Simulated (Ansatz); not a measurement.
Born–Oppenheimer molecular dynamics of a periodic cell of 16 atoms, W (start crystal W, start structure bcc, volume 1.05 times the crystal's). It starts from a structure without forces on its atoms.

Computed with DFT LDA, scalar-relativistic, plane waves, PAW in Ansatz 0.2.0. Settings: accuracy low, cutoff 420 eV, k mesh 2x2x2, fermi-dirac smearing 0.17 eV, no spin polarisation.

| Property | Result |
| --- | --- |
| ensemble | NVT, Langevin thermostat |
| time step | 3 fs |
| steps asked | 180 |
| set temperature | 2000 K |
| friction | 0.02 /fs |
| seed | 709088 |

Frames 30 fs apart, positions in Å.

Velocities at 30.0 fs (Å/ps):

```
W -1.03 4.96 -0.37
W -0.97 -3.55 0.92
W 4.62 0.47 -3.41
W -0.11 -0.76 0.45
W 1.58 -0.80 0.41
W 2.91 -0.36 1.86
W -8.06 0.31 -2.59
W 0.07 -2.00 0.21
W 0.97 4.01 -2.70
W -1.12 5.38 -1.66
W 2.29 5.91 1.52
W 2.55 -0.67 -5.06
W 2.15 3.15 -4.43
W 3.00 2.43 0.37
W 2.26 3.72 0.75
W -1.04 -3.60 -1.76
```

```xyz
16
Lattice="6.4236 0.0000 0.0000 0.0000 6.4236 0.0000 0.0000 0.0000 6.4236" Properties=species:S:1:pos:R:3 time_fs=30.0 energy_less_start_eV=1.783 T=1767
W -0.059 0.042 -0.025
W 3.183 -0.196 0.082
W 0.118 3.224 -0.015
W -0.035 0.034 3.288
W 1.590 1.593 1.591
W 3.279 3.253 0.070
W 3.133 0.017 3.061
W 4.700 1.638 1.771
W 0.014 3.240 3.210
W 1.620 4.831 1.567
W 1.640 1.756 4.868
W 3.269 3.230 3.074
W 4.897 4.930 1.509
W 4.855 1.541 4.782
W 1.599 4.872 4.860
W 4.800 4.763 4.807
16
Lattice="6.4236 0.0000 0.0000 0.0000 6.4236 0.0000 0.0000 0.0000 6.4236" Properties=species:S:1:pos:R:3 time_fs=60.0 energy_less_start_eV=3.223 T=1213
W -0.061 0.162 0.008
W 3.188 -0.235 0.073
W 0.179 3.252 -0.068
W -0.067 0.063 3.307
W 1.641 1.604 1.607
W 3.392 3.185 0.051
W 3.007 -0.012 3.091
W 4.723 1.647 1.709
W 0.020 3.346 3.231
W 1.555 4.947 1.523
W 1.725 1.829 4.866
W 3.308 3.284 3.010
W 4.932 4.952 1.405
W 4.895 1.633 4.791
W 1.645 4.982 4.903
W 4.811 4.636 4.829
16
Lattice="6.4236 0.0000 0.0000 0.0000 6.4236 0.0000 0.0000 0.0000 6.4236" Properties=species:S:1:pos:R:3 time_fs=90.0 energy_less_start_eV=3.173 T=2294
W -0.136 0.152 -0.015
W 3.196 -0.036 0.052
W 0.123 3.302 0.022
W -0.060 0.175 3.316
W 1.719 1.726 1.596
W 3.467 3.154 0.012
W 3.035 -0.004 3.258
W 4.771 1.681 1.661
W 0.060 3.479 3.309
W 1.538 4.880 1.565
W 1.790 1.744 4.893
W 3.372 3.380 3.076
W 4.999 4.909 1.447
W 4.878 1.626 4.777
W 1.745 5.093 4.915
W 4.851 4.649 4.864
16
Lattice="6.4236 0.0000 0.0000 0.0000 6.4236 0.0000 0.0000 0.0000 6.4236" Properties=species:S:1:pos:R:3 time_fs=120.0 energy_less_start_eV=3.648 T=1790
W -0.099 0.190 -0.077
W 3.259 0.141 0.051
W 0.052 3.348 0.138
W 0.028 0.311 3.296
W 1.873 1.745 1.648
W 3.428 3.069 -0.097
W 3.123 0.063 3.369
W 4.828 1.670 1.624
W 0.233 3.584 3.405
W 1.569 4.743 1.558
W 1.737 1.768 4.915
W 3.430 3.409 3.268
W 4.988 4.859 1.626
W 4.903 1.590 4.746
W 1.811 5.074 4.936
W 4.837 4.871 4.833
16
Lattice="6.4236 0.0000 0.0000 0.0000 6.4236 0.0000 0.0000 0.0000 6.4236" Properties=species:S:1:pos:R:3 time_fs=150.0 energy_less_start_eV=3.420 T=1557
W 0.033 0.197 0.000
W 3.308 0.149 0.061
W -0.058 3.334 0.075
W 0.135 0.312 3.279
W 2.011 1.692 1.705
W 3.324 3.181 -0.024
W 3.172 0.150 3.424
W 4.905 1.637 1.630
W 0.309 3.664 3.420
W 1.570 4.803 1.553
W 1.652 1.793 4.934
W 3.271 3.402 3.381
W 4.989 4.818 1.766
W 4.931 1.646 4.774
W 1.724 5.053 4.917
W 4.936 4.955 4.835
16
Lattice="6.4236 0.0000 0.0000 0.0000 6.4236 0.0000 0.0000 0.0000 6.4236" Properties=species:S:1:pos:R:3 time_fs=180.0 energy_less_start_eV=3.160 T=2434
W 0.207 0.083 0.009
W 3.357 0.102 0.047
W -0.048 3.241 0.011
W 0.186 0.215 3.269
W 2.038 1.645 1.697
W 3.195 3.337 0.099
W 3.309 0.197 3.490
W 4.928 1.579 1.740
W 0.227 3.633 3.433
W 1.573 4.942 1.692
W 1.628 1.815 4.971
W 3.162 3.429 3.466
W 4.885 4.889 1.843
W 4.907 1.817 4.889
W 1.675 5.044 4.896
W 4.989 5.010 4.875
16
Lattice="6.4236 0.0000 0.0000 0.0000 6.4236 0.0000 0.0000 0.0000 6.4236" Properties=species:S:1:pos:R:3 time_fs=210.0 energy_less_start_eV=3.670 T=2958
W 0.389 0.017 0.030
W 3.453 0.111 0.108
W -0.034 3.192 0.101
W 0.064 0.145 3.287
W 1.896 1.694 1.692
W 3.138 3.421 0.247
W 3.392 0.143 3.501
W 4.945 1.549 1.794
W 0.035 3.529 3.404
W 1.606 4.975 1.977
W 1.619 1.803 4.926
W 3.142 3.494 3.518
W 4.790 5.002 1.942
W 4.817 1.851 5.086
W 1.634 4.991 4.822
W 4.929 5.000 5.031
16
Lattice="6.4236 0.0000 0.0000 0.0000 6.4236 0.0000 0.0000 0.0000 6.4236" Properties=species:S:1:pos:R:3 time_fs=240.0 energy_less_start_eV=4.471 T=1976
W 0.423 0.023 0.029
W 3.626 0.019 0.245
W 0.029 3.249 0.201
W -0.063 0.239 3.389
W 1.610 1.674 1.699
W 3.135 3.513 0.275
W 3.419 0.031 3.531
W 4.923 1.692 1.778
W -0.154 3.375 3.412
W 1.630 5.026 2.075
W 1.564 1.631 4.878
W 3.203 3.483 3.535
W 4.819 5.045 2.050
W 4.773 1.765 5.217
W 1.595 4.910 4.909
W 4.906 4.965 5.146
16
Lattice="6.4236 0.0000 0.0000 0.0000 6.4236 0.0000 0.0000 0.0000 6.4236" Properties=species:S:1:pos:R:3 time_fs=270.0 energy_less_start_eV=5.171 T=2151
W 0.427 -0.020 0.079
W 3.695 0.008 0.302
W 0.139 3.311 0.305
W -0.111 0.280 3.461
W 1.463 1.625 1.654
W 3.063 3.490 0.208
W 3.433 -0.097 3.630
W 4.884 1.853 1.782
W -0.104 3.373 3.382
W 1.729 5.027 2.027
W 1.668 1.533 4.912
W 3.258 3.311 3.512
W 4.930 5.077 2.082
W 4.832 1.765 5.246
W 1.665 4.855 5.032
W 4.894 4.819 5.242
16
Lattice="6.4236 0.0000 0.0000 0.0000 6.4236 0.0000 0.0000 0.0000 6.4236" Properties=species:S:1:pos:R:3 time_fs=300.0 energy_less_start_eV=5.086 T=2164
W 0.335 -0.166 0.149
W 3.510 -0.027 0.269
W 0.190 3.411 0.289
W -0.076 0.387 3.461
W 1.355 1.573 1.597
W 3.073 3.307 0.237
W 3.324 -0.054 3.640
W 4.907 1.935 1.793
W 0.063 3.340 3.503
W 1.676 4.994 1.976
W 1.718 1.466 4.941
W 3.292 3.170 3.414
W 4.989 5.064 2.085
W 4.939 1.763 5.304
W 1.681 4.756 5.032
W 4.844 4.668 5.206
16
Lattice="6.4236 0.0000 0.0000 0.0000 6.4236 0.0000 0.0000 0.0000 6.4236" Properties=species:S:1:pos:R:3 time_fs=330.0 energy_less_start_eV=6.239 T=1260
W 0.258 -0.188 0.238
W 3.377 -0.055 0.312
W 0.179 3.397 0.229
W -0.034 0.409 3.506
W 1.350 1.479 1.628
W 3.061 3.205 0.341
W 3.316 0.094 3.713
W 4.928 1.955 1.744
W 0.112 3.349 3.713
W 1.619 4.943 1.925
W 1.651 1.441 4.993
W 3.309 3.075 3.287
W 4.933 5.051 1.987
W 5.044 1.720 5.396
W 1.731 4.691 4.989
W 4.842 4.636 5.121
16
Lattice="6.4236 0.0000 0.0000 0.0000 6.4236 0.0000 0.0000 0.0000 6.4236" Properties=species:S:1:pos:R:3 time_fs=360.0 energy_less_start_eV=4.663 T=1874
W 0.134 -0.190 0.286
W 3.211 -0.052 0.368
W 0.196 3.406 0.241
W 0.001 0.261 3.499
W 1.460 1.493 1.752
W 3.049 3.101 0.380
W 3.423 0.136 3.632
W 4.958 1.879 1.805
W 0.008 3.370 3.647
W 1.696 4.835 1.925
W 1.533 1.480 5.067
W 3.180 3.017 3.308
W 4.762 5.045 1.897
W 5.071 1.616 5.408
W 1.883 4.673 4.996
W 4.755 4.749 5.121
```

Of the whole run (540 fs, mean temperature of the second half 2166 K): A run of 0.54 ps of so small a system gives no equilibrium averages. Limits of this set-up: coarse k mesh, low accuracy level.

The run took 12 min on 2 threads of Intel(R) Xeon(R) Platinum 8488C (Sapphire Rapids), with other jobs on the host, peak memory 0.94 GiB.
